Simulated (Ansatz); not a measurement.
# Cd2Si (Fmmm) in Ansatz: convergence with ecutrho ratio

Aim: find how far ecutrho ratio must go before the results for Cd2Si settle, at r2SCAN. This setting moves, with any that are tied to it; all else stays.

Program: Ansatz 0.2.0. These are calculated values, not measurements. Logs are shortened: lines on timing, memory, paths and dates and some standing lists are left out, and cuts for length are marked.

### 1 The crystal as given

Symmetry: Fmmm, No. 69, orthorhombic system. The conventional cell has a = 3.481 Å, b = 4.723 Å, c = 14.189 Å, α = 90.00°, β = 90.00°, γ = 90.00°. Around Cd (site symmetry mm2) lie 4 Si at 2.88 to 3.29 Å and 6 Cd at 2.93 to 3.06 Å. Si (site symmetry mmm) has 8 Cd at 2.88 to 3.29 Å and 4 Si at 2.93 Å as nearest neighbours.

The cell was built by a generator and needn't be a form met in nature.

### 2 With ecutrho ratio 4

Input file input.yaml:

```yaml
crystal:
  lattice:
    - [0.0, 2.3613173, 7.0944219]
    - [1.74072721, 0.0, 7.0944219]
    - [1.74072721, 2.3613173, 0.0]
  atoms:
    - { symbol: Cd, position: [0.338631, 0.338631, 0.661369] }
    - { symbol: Cd, position: [0.661369, 0.661369, 0.338631] }
    - { symbol: Si, position: [0.0, 0.0, 0.0] }
hamiltonian:
  xc: r2scan
  pseudopotentials: { kind: paw_fr }
magnetization:
  noncollinear: true
  spin_orbit: true
kpoints:
  mp_grid: { grid: [8, 8, 8] }
scf:
  occupations: { method: fermi_dirac, width: 0.1 }
output:
  forces: true
  stress: true
  eigenvalues: true
basis:
  ecutrho_ratio: 4
```

Potentials or basis: Ansatz PAW.

Launch:

```console
$ ansatz run input.yaml --threads 2 --pin off --max-ram 5632MiB --backend cpu --events-out ev --progress --plain --runs-dir out
```

Wall time 2 min (2 threads of Arm Neoverse N1, shared host); peak memory 0.93 GiB.

Results:

```yaml
Free_energy: -17157.6820 eV
Pressure: 3.1 GPa
Largest_force: 0.013 eV/Å
Band_gap_on_the_k_mesh: none (metal or under the smearing width)
```

### 3 With ecutrho ratio 5

Changes to input.yaml since step 2:

```diff
@@ -24,2 +24,2 @@
 basis:
-  ecutrho_ratio: 4
+  ecutrho_ratio: 5
```

Potentials or basis: Ansatz PAW.

Launch:

```console
$ ansatz run input.yaml --threads 2 --pin off --max-ram 5632MiB --backend cpu --events-out ev --progress --plain --runs-dir out
```

Run time: 2 min. Hardware: 2 threads of Arm Neoverse N1, shared host; peak memory 0.96 GiB.

What came out:

| Property | Result |
| --- | --- |
| Free energy | -17157.6820 eV |
| Pressure | 3.1 GPa |
| Largest force | 0.013 eV/Å |
| Band gap on the k mesh | none (metal or under the smearing width) |

### 4 With ecutrho ratio 6

Changes to input.yaml since step 3:

```diff
@@ -24,2 +24,2 @@
 basis:
-  ecutrho_ratio: 5
+  ecutrho_ratio: 6
```

Launch:

```console
$ ansatz run input.yaml --threads 2 --pin off --max-ram 5632MiB --backend cpu --events-out ev --progress --plain --runs-dir out
```

It took 2 min on 2 threads of Arm Neoverse N1, shared host; peak memory 1.1 GiB.

Results:

```
Free energy            : -17157.6820 eV
Pressure               : 3.1 GPa
Largest force          : 0.013 eV/Å
Band gap on the k mesh : none (metal or under the smearing width)
```

### 5 With ecutrho ratio 8

Changes to input.yaml since step 4:

```diff
@@ -24,2 +24,2 @@
 basis:
-  ecutrho_ratio: 6
+  ecutrho_ratio: 8
```

Launch:

```console
$ ansatz run input.yaml --threads 2 --pin off --max-ram 5632MiB --backend cpu --events-out ev --progress --plain --runs-dir out
```

Run time: 2 min. Hardware: 2 threads of Arm Neoverse N1, shared host; peak memory 1.2 GiB.

Results (log left out):

| Property | Result |
| --- | --- |
| Free energy | -17157.6820 eV |
| Pressure | 3.1 GPa |
| Largest force | 0.013 eV/Å |
| Band gap on the k mesh | none (metal or under the smearing width) |

### 6 With ecutrho ratio 10

Changes to input.yaml since step 5:

```diff
@@ -24,2 +24,2 @@
 basis:
-  ecutrho_ratio: 8
+  ecutrho_ratio: 10
```

Potentials or basis: Ansatz PAW.

Launch:

```console
$ ansatz run input.yaml --threads 2 --pin off --max-ram 5632MiB --backend cpu --events-out ev --progress --plain --runs-dir out
```

It took 2.1 min on 2 threads of Arm Neoverse N1, shared host; peak memory 1.5 GiB.

It converged, with:

```yaml
Free_energy: -17157.6820 eV
Pressure: 3.1 GPa
Largest_force: 0.013 eV/Å
Band_gap_on_the_k_mesh: none (metal or under the smearing width)
```

### 7 With ecutrho ratio 12

Changes to input.yaml since step 6:

```diff
@@ -24,2 +24,2 @@
 basis:
-  ecutrho_ratio: 10
+  ecutrho_ratio: 12
```

Potentials or basis: Ansatz PAW.

Launch:

```console
$ ansatz run input.yaml --threads 2 --pin off --max-ram 5632MiB --backend cpu --events-out ev --progress --plain --runs-dir out
```

The log of the run:

```text
Warning: RAYON_NUM_THREADS=2 ignored (pool sized by the plan → 2); use --threads N
basis.fft_grid_basis auto: the FFT boxes are laid along the combinations [[1, -1, 0], [0, 1, 0], [0, 0, 1]] of the cell's own vectors, 2.934, 7.305 and 2.934 Å long. The dense box has 40×96×40 points. Along the cell's own vectors, as sized, it would have 96×96×40, 2.40 times as many. basis.fft_grid_basis: typed keeps the cell's own vectors: state it where this run's energies or levels are differenced outside the engine with another run's, or held beside a run that keeps those vectors.
Engine: ansatz 0.2.0, aarch64-unknown-linux-gnu
Pseudopotentials: kind: paw_fr
Pseudopotential: Cd, paw_fr, valence charge 20, recommended cutoff 500 eV (meta_gga), Cd.paw.azcp#standard-fr
Pseudopotential: Si, paw_fr, valence charge 4, recommended cutoff 500 eV (meta_gga), Si.paw.azcp#standard-fr
Functional definition: r2SCAN
  parameter k0 = 0.174
  parameter k1 = 0.065
  parameter a1 = 4.9479
  exchange = r2scan_x(k0 = k0, k1 = k1, a1 = a1)
  correlation = r2scan_c
non-collinear run that drives no moment, with spin-orbit: no starting moment large enough to seed its density (crystal.atoms[].spin), no starting occupations that ask for one, no magnetisation constraint and no magnetic field, so the semilocal B_xc is pinned to zero
Crystal: 3 atoms, lattice volume = 58.322 Å³
Basis set: ecut = 500 eV, 1503 PW (Γ), FFT grids on a1−a2, a2, a3, exchange–correlation on 160×384×160 points (64 copies of the dense FFT grid, shifted against one another)
Bands: 54, of which v1, the nominal top of the filled ones, is band 44 counted from 1 (43 counted from 0)
Symmetry: 8 space group operations + 8 with time reversal
Magnetic group: BNS 69.522 (UNI 620), of the structure as read, at distance tolerance 3.9e-5 Å
k-points: 95 of 512
Projection manifold: j_resolved (fully-relativistic pseudo-atomic orbitals)
Non-local potential: Cd, projectors of the file, l = 0: 3, l = 1: 4, l = 2: 4, l = 3: 2
Non-local potential: Si, projectors of the file, l = 0: 2, l = 1: 4, l = 2: 4
PAW form: soft (Blöchl's): semilocal exchange-correlation on the pseudo side does not see the compensation charge
PAW frozen core: Cd, regenerated for the run's functional (the file was generated under x = pbe(κ = 0.804, μ = 0.2195149727645171), c = pbe(β = 0.06672455060314922))
PAW frozen core: Si, regenerated for the run's functional (the file was generated under x = pbe(κ = 0.804, μ = 0.2195149727645171), c = pbe(β = 0.06672455060314922))
PAW one-centre angular grid: Cd, 590 points (default); XC on 224 Gauss nodes
PAW one-centre angular grid: Si, 302 points (default); XC on 160 Gauss nodes
Initial density: superposition of atomic densities (chi_scale 0.1, normalization cell, long waves kept (reshape's long-wave potential 0.08 eV rms))
[... 14 lines left out ...]
SCF 1 converged in 9 iterations: F = -17157.681960 eV  dr2 = 2.42e-8
SCF converged after 9 iterations
Magnetization: |M| = 0.0000 μB,  M = (+0.0000, +0.0000, +0.0000) μB
Absolute magnetization: 0.0000 μB (∫|m|)
  site 0: m = (+0.0000, +0.0000, +0.0000) μB, |m| = 0.0000 μB  (R = 1.19 Å)
  site 1: m = (+0.0000, +0.0000, +0.0000) μB, |m| = 0.0000 μB  (R = 1.19 Å)
  site 2: m = (+0.0000, +0.0000, +0.0000) μB, |m| = 0.0000 μB  (R = 1.19 Å)
Free energy (F): -17157.681960 eV
Harris-Foulkes:  -17157.681960 eV  (|F-HF|=6.48e-9)
Internal energy: -17157.643837 eV  (E = F + TS)
E sigma→0 (E₀):  -17157.662899 eV
Entropy (-TS):   -0.038123 eV (-12.708 meV/atom)
Fermi energy:    13.487722 eV
--- Per-component energies (eV) ---
  E_band       = -856.193876
  E_kinetic    = 1050.768288
  E_local      = -7353.458052  (includes V_loc(G=0)·N_el)
  E_nonlocal   = 87.246624
  E_hartree    = 3491.683345
  E_xc         = -389.452973
  E_vxc        = -544.376868  (∫ρ·V_xc dr)
  E_paw        = -8709.108435  (= ΣΔE_a)
  E_vpaw       = -1117.061834  (= ΣTr[D̂ρ^β])
  E_aug_tail   = -0.000000  (compensation charges beyond the density's cutoff)
  E_vtau       = 37.316011  (kinetic-family band-sum trace: ∫τ·v_τ [+ j·A + Jᵃ·Aᵃ] dr)
  E_ewald      = -5334.115609
  E_core_change = -1.207025  (= ΣΔE_core)
  E_smearing   = -0.038123  (= −TS)
  E_closure    = 0.000000  (closes the sum)
  Σ components = -17157.681960   (vs F -17157.681960, Δ=0.00e0)
--- Forces (eV/Å), atoms counted from 1 ---
  atom   1  Cd     0.00000000     0.00000000    -0.01257639
  atom   2  Cd    -0.00000000     0.00000000     0.01257639
  atom   3  Si    -0.00000000     0.00000000     0.00000000
  max |Σ_I F_I| component: 1.73e-18 eV/Å
--- Stress (GPa, compression-positive) ---
        4.155573      -0.000000       0.000000
       -0.000000       3.099438       0.000000
        0.000000       0.000000       1.987938
  P = ⅓ Tr σ = 3.0810 GPa (30.810 kbar)
--- Band table (eV; the first three rows and the last of 95) ---
  k-point 0: bands = ["-92.6435", "-92.6435", "-92.6419", "-92.6419", "-56.7641", "-56.7641", "-56.7573", "-56.7573", "-51.0336", "-51.0336", "-51.0261", "-51.0261", "-51.0230", "-51.0230", "-51.0162", "-51.0162", "1.8373", "1.8373", "3.0105", "3.0105", "3.0661", "3.0661", "3.1377", "3.1377", "3.2823", "3.2823", "3.9666", "3.9666", "4.2535", "4.2535", "4.3090", "4.3090", "4.3312", "4.3312", "4.4866", "4.4866", "4.6578", "4.6578", "6.1506", "6.1506", "6.5858", "6.5858", "16.2585", "16.2585", "16.3938", "16.3938", "19.0055", "19.0055", "20.5714", "20.5714", "22.0832", "22.0832", "23.9627", "23.9627"]
  k-point 1: bands = ["-92.6430", "-92.6430", "-92.6415", "-92.6415", "-56.7655", "-56.7655", "-56.7592", "-56.7592", "-51.0352", "-51.0352", "-51.0294", "-51.0294", "-51.0266", "-51.0266", "-51.0170", "-51.0170", "2.1181", "2.1181", "3.0375", "3.0375", "3.1623", "3.1623", "3.2005", "3.2005", "3.3675", "3.3675", "3.9441", "3.9441", "4.1884", "4.1884", "4.2555", "4.2555", "4.3049", "4.3049", "4.4515", "4.4515", "4.5792", "4.5792", "6.3543", "6.3543", "7.2202", "7.2202", "15.8073", "15.8073", "16.8786", "16.8786", "17.4065", "17.4065", "19.6124", "19.6124", "21.4889", "21.4889", "23.4257", "23.4257"]
  k-point 2: bands = ["-92.6418", "-92.6418", "-92.6406", "-92.6406", "-56.7686", "-56.7686", "-56.7638", "-56.7638", "-51.0450", "-51.0450", "-51.0405", "-51.0405", "-51.0272", "-51.0272", "-51.0178", "-51.0178", "2.7837", "2.7837", "3.0481", "3.0481", "3.1329", "3.1329", "3.3880", "3.3880", "3.4842", "3.4842", "3.9956", "3.9956", "4.1960", "4.1960", "4.2365", "4.2365", "4.3395", "4.3395", "4.4976", "4.4976", "4.5919", "4.5919", "7.0744", "7.0744", "8.7259", "8.7259", "13.3909", "13.3909", "15.9073", "15.9073", "17.4518", "17.4518", "19.1481", "19.1481", "19.3719", "19.3719", "21.3344", "21.3344"]
  k-point 94: bands = ["-92.6435", "-92.6435", "-92.6419", "-92.6419", "-56.7641", "-56.7641", "-56.7574", "-56.7574", "-51.0336", "-51.0336", "-51.0261", "-51.0261", "-51.0230", "-51.0230", "-51.0163", "-51.0163", "2.0485", "2.0485", "3.0086", "3.0086", "3.0617", "3.0617", "3.1393", "3.1393", "3.2856", "3.2856", "3.9518", "3.9518", "4.2529", "4.2529", "4.2559", "4.2559", "4.3427", "4.3427", "4.4827", "4.4827", "4.5610", "4.5610", "4.6662", "4.6662", "9.8628", "9.8628", "11.3514", "11.3514", "18.8756", "18.8756", "20.5036", "20.5036", "22.0775", "22.0775", "22.4292", "22.4292", "22.9425", "22.9425"]
```

Run time: 2.2 min. Hardware: 2 threads of Arm Neoverse N1, shared host; peak memory 1.7 GiB.

Results:

- Free energy: -17157.6820 eV
- Pressure: 3.1 GPa
- Largest force: 0.013 eV/Å
- Band gap on the k mesh: none (metal or under the smearing width)

### 8 Summary

```tsv
ecutrho ratio	energy less the tightest run, at zero smearing (meV/atom)	SCF cycles	CPU time (s)	peak memory (GiB)
4	0.00	9	240	0.93
5	0.00	9	240	0.96
6	0.00	9	240	1.1
8	0.00	9	240	1.2
10	0.00	9	250	1.5
12	0.00	9	260	1.7
```

Against the tightest run, the energy stays within 1 meV/atom from 4 on. The tightest run that finished is the yardstick and may itself not be fully converged.

Caveats: the PAW data sets come from PBE, with cores solved anew for the run's functional, which leaves a small shift of forces and pressure.
